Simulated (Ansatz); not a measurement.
# SnH+ (singlet): the correlation ladder at distance Sn1–H2 = 1.443 Å, def2-TZVPP

The task here is to estimate one member of a computed series from the others.

Program: Ansatz 0.2.0, Gaussian basis. Level of theory: def2-TZVPP, core rule «outside noble gas», up to 9 orbitals frozen. These are calculated values, not measurements.

Plan: UHF; CCSD(T) on RHF; BCCD(T) on RHF; CISD; CCSDT(Q) on RHF; CASSCF and MRCISD+Q, 2 electrons in 2 orbitals; CASSCF and NEVPT2, 2 electrons in 2 orbitals; CASSCF and MRCISD+Q, 4 electrons in 5 orbitals; CASSCF and NEVPT4(SD), 4 electrons in 5 orbitals; CASSCF and NEVPT2, 4 electrons in 5 orbitals; Full CI.

17 further runs of the same task are left out: 15 that didn't finish, 2 set aside as unsound or not needed.

## What is computed

The geometry derives from a PBE0/def2-TZVP stationary point (not a proven minimum). One bond is set to the value named and the two fragments are kept rigid. No spin-orbit coupling is included. Elements past krypton take def2 core potentials.

2 atoms, charge 1, spin multiplicity 1.

Atoms are counted from 1 here; the program's logs count them from 0.

Bond lengths: Sn1–H2 1.443 Å.

Set-up of the first run:

File in.yaml:

```yaml
crystal:
  periodic: [false, false, false]
  atoms:
    - {symbol: Sn, position_ang: [0.000000, 0.000000, 0.000000]}
    - {symbol: H, position_ang: [0.000000, 0.000000, 1.443000]}
basis:
  gaussian: {orbitals: def2-TZVPP}
total_charge: 1
magnetization: {spin_polarized: true, initial_magnetization: 0}
hamiltonian: {xc: hf}
output: {orbitals: {seedname: orbitals}}
```

Launch:

```console
> ansatz run in.yaml --threads 1 --pin off --events-out ev --progress --plain --max-ram 2393MiB
```

Among the steps run: UHF; CCSD(T) on RHF; BCCD(T) on RHF; CISD; CCSDT(Q) on RHF; CASSCF and MRCISD+Q, 2 electrons in 2 orbitals; CASSCF and NEVPT2, 2 electrons in 2 orbitals; CASSCF and MRCISD+Q, 4 electrons in 5 orbitals; CASSCF and NEVPT4(SD), 4 electrons in 5 orbitals; CASSCF and NEVPT2, 4 electrons in 5 orbitals; Full CI.

One table of the session follows, with a row left open; its other results are not shown here.

| method | from FCI (meV) |
| --- | --- |
| RHF | +2052.4 |
| RMP2 | +488.6 |
| RCCSD | +33.2 |
| RCCSD(T) | +7.0 |
| BCCD(T) | +7.0 |
| RCCSDT | +1.0 |
| RCCSDT(Q) | +0.2 |
| CASSCF pair | +1650.0 |
| NEVPT2 pair | +472.9 |
| MRCISD pair | +59.0 |
| MRCISD+Q pair | -10.2 |
| CASSCF valence | ? |
| NEVPT2 valence | +292.3 |
| NEVPT4(SD) valence | +41.6 |
| MRCISD valence | +8.8 |
| MRCISD+Q valence | -10.4 |
| FCI | 0 |

Q: Estimate the row for CASSCF valence from the others.

**Answer.** from FCI (meV): +973.9. In the column «from FCI (meV)» it lies between RMP2 (+488.6) and CASSCF pair (+1650.0).

Not comparable, so not listed: CISD (they don't share determinant, frozen orbitals or solution with the rows shown, or repeat one).

Limits of these values: MRCISD+Q pair, MRCISD+Q valence fall below full CI: the +Q correction isn't variational, and the cores differ from full CI's.
